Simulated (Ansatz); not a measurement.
**Mn3Si (Fm-3m): exchange couplings and spin waves**

Aim: map the magnet Mn3Si (Fm-3m) on a Heisenberg model by the force theorem, and read spin waves, ordering temperature and anisotropy.

Computed with Ansatz 0.2.0 (DFT PBEsol, scalar-relativistic, plane waves, PAW, unless a step's input says otherwise).

## (1) The structure to begin with

The structure is cubic, space group Fm-3m (No. 225). The conventional cell has a = 5.722 Å, b = 5.722 Å, c = 5.722 Å, α = 90.00°, β = 90.00°, γ = 90.00°. Around Mn (site symmetry m-3m) lie 8 Mn at 2.48 Å. Mn (site symmetry -43m) is surrounded by 4 Mn at 2.48 Å and 4 Si at 2.48 Å. Si (site symmetry m-3m) has 8 Mn at 2.48 Å as nearest neighbours.

Structure file:

```cif
data_structure
_symmetry_space_group_name_H-M 'Fm-3m'
_symmetry_Int_Tables_number 225
_cell_length_a 5.7220
_cell_length_b 5.7220
_cell_length_c 5.7220
_cell_angle_alpha 90.000
_cell_angle_beta 90.000
_cell_angle_gamma 90.000
_cell_volume 187.35
loop_
_atom_site_label
_atom_site_type_symbol
_atom_site_symmetry_multiplicity
_atom_site_Wyckoff_symbol
_atom_site_fract_x
_atom_site_fract_y
_atom_site_fract_z
_atom_site_occupancy
Mn1 Mn 4 b 0.50000 0.00000 0.00000 1
Mn2 Mn 8 c 0.25000 0.75000 0.75000 1
Si1 Si 4 a 0.00000 0.00000 0.00000 1
```

The cell is the deposited one, not relaxed. At PBEsol, an earlier run found -15.81 GPa for this cell of 11.709 Å³/atom (10×10×10 mesh), a metal on this mesh, moments in the atoms' spheres Mn 2.57, -0.83 μB. The cell is stretched at this level. The large moments point both ways.

## (2) Exchange couplings, spin waves and anisotropy by the force theorem

File input.yaml:

```yaml
crystal:
  lattice:
    - [0.0, 2.8609998623, 2.8609998623]
    - [2.8609998623, 0.0, 2.8609998623]
    - [2.8609998623, 2.8609998623, 0.0]
  atoms:
    - { symbol: Mn, position: [0.5, 0.5, 0.5], spin: 2.83 }
    - { symbol: Mn, position: [0.25, 0.25, 0.25], spin: -0.91 }
    - { symbol: Mn, position: [0.75, 0.75, 0.75], spin: -0.91 }
    - { symbol: Si, position: [0.0, 0.0, 0.0] }
basis:
  ecutwfc: 420
  ecutrho_ratio: 4
kpoints:
  mp_grid: { grid: [10, 10, 10] }
  band_path:
    path:
      - [[0.0, 0.0, 0.0], [0.5, 0.0, 0.5], [0.625, 0.25, 0.625]]
      - [[0.375, 0.375, 0.75], [0.0, 0.0, 0.0], [0.5, 0.5, 0.5], [0.5, 0.25, 0.75], [0.5, 0.0, 0.5]]
    npoints: 6
hamiltonian:
  xc: pbesol
scf:
  occupations: { method: gaussian, width: 0.05 }
  lower_state_search: "off"
output:
  forces: true
  stress: true
  eigenvalues: true
  populations: true
  eigenstates:
    nscf_kmesh: { grid: [10, 10, 10] }
    top_band: c54
    exchange_couplings: { magnetic: [{ site: 0 }, { site: 1 }, { site: 2 }] }
    magnetocrystalline_anisotropy: {}
magnetization:
  spin_polarized: true
checkpoint:
  read: start.run
  write: ck
  compress: false
  write_wavefunctions: false
  write_every: 100000
```

start.run is the folder with the converged state of an earlier run on this cell.

Started as:

```sh
ansatz run input.yaml --threads 4 --pin off --max-ram 9216MiB --backend cpu --events-out ev --progress --plain --runs-dir out
```

What does the calculation give? Wanted: strongest shell; highest spin wave on the path; mean-field ordering temperature; anisotropy.

As calculated:

```
                       quantity                                 value
                strongest shell  Mn–Mn at 4.05 Å, J = -3.306 meV × 12
  highest spin wave on the path                             204.9 meV
mean-field ordering temperature       194 K at q = (0.00, 0.00, 0.00)
                     anisotropy                          not resolved
```

The shell that weighs most is Mn–Mn at 4.05 Å and favours opposed moments. No spin-wave energy is negative on the path. Mean-field theory leaves out fluctuations and tends to put the ordering too high. The program gives no random-phase temperature (state not lowest). The couplings belong to the order typed, which need not be the compound's real one. The anisotropy, 0.0001 meV per cell, is smaller than its spread over meshes, so no easy axis is named.
